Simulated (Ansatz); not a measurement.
# Si3Se2: the cost of one run

Program: Ansatz 0.2.0. Level of theory: DFT PBE, scalar-relativistic, plane waves, PAW. These are calculated values, not measurements.

1 further run of the same task is left out (it didn't finish).

## Step 1: The structure to begin with

Symmetry: R-3c, No. 167, trigonal system. The conventional cell has a = 6.303 Å, b = 6.303 Å, c = 17.208 Å, α = 90.00°, β = 90.00°, γ = 120.00°. Si (site symmetry 2) has 4 Se at 2.46 to 2.61 Å as nearest neighbours. Se (site symmetry 3) has 6 Si at 2.46 to 2.61 Å as nearest neighbours.

Structure file:

```cif
data_structure
_symmetry_space_group_name_H-M 'P 1'
_symmetry_Int_Tables_number 1
_cell_length_a 6.7930
_cell_length_b 6.7930
_cell_length_c 6.7930
_cell_angle_alpha 55.281
_cell_angle_beta 55.281
_cell_angle_gamma 55.281
_cell_volume 197.35
loop_
_atom_site_label
_atom_site_type_symbol
_atom_site_fract_x
_atom_site_fract_y
_atom_site_fract_z
_atom_site_occupancy
Si1 Si 0.05625 0.44375 0.75000 1
Si2 Si 0.75000 0.05625 0.44375 1
Si3 Si 0.44375 0.75000 0.05625 1
Si4 Si 0.94375 0.55625 0.25000 1
Si5 Si 0.25000 0.94375 0.55625 1
Si6 Si 0.55625 0.25000 0.94375 1
Se1 Se 0.85218 0.85218 0.85218 1
Se2 Se 0.64782 0.64782 0.64782 1
Se3 Se 0.14782 0.14782 0.14782 1
Se4 Se 0.35218 0.35218 0.35218 1
```

This is candidate A: anti-corundum type (R-3c, No. 167).

(A quick probe on a coarse mesh, which set the mesh and smearing, is not shown.)

## Step 3: Coarse relaxation (candidate A)

Contents of input.yaml:

```yaml
crystal:
  lattice:
    - [3.1514466324, 1.8194885615, 5.7361061256]
    - [-3.1514466324, 1.8194885615, 5.7361061256]
    - [0.0, -3.6389771232, 5.7361061256]
  atoms:
    - { symbol: Si, position: [0.05625, 0.44375, 0.75] }
    - { symbol: Si, position: [0.75, 0.05625, 0.44375] }
    - { symbol: Si, position: [0.44375, 0.75, 0.05625] }
    - { symbol: Si, position: [0.94375, 0.55625, 0.25] }
    - { symbol: Si, position: [0.25, 0.94375, 0.55625] }
    - { symbol: Si, position: [0.55625, 0.25, 0.94375] }
    - { symbol: Se, position: [0.85218, 0.85218, 0.85218] }
    - { symbol: Se, position: [0.64782, 0.64782, 0.64782] }
    - { symbol: Se, position: [0.14782, 0.14782, 0.14782] }
    - { symbol: Se, position: [0.35218, 0.35218, 0.35218] }
basis:
  ecutwfc: 420
kpoints:
  mp_grid: { grid: [3, 3, 3] }
hamiltonian:
  xc: pbe
scf:
  occupations: { method: gaussian, width: 0.1 }
  lower_state_search: "off"
output:
  forces: true
  stress: true
  eigenvalues: true
relax:
  adjacent_minimum: "off"
  f_tol: 0.04
  max_steps: 70
  cell: { stress_tol: 0.4 }
```

Command:

```sh
> ansatz run input.yaml --threads 1 --pin off --max-ram 2560MiB --backend cpu --events-out ev --progress --plain --runs-dir out
```

**Question.** How long does this run take on 1 thread of Intel Xeon Platinum 8488C (Sapphire Rapids), shared host, and how much memory does it need?

About 67 s, with a peak of 0.55 GiB.
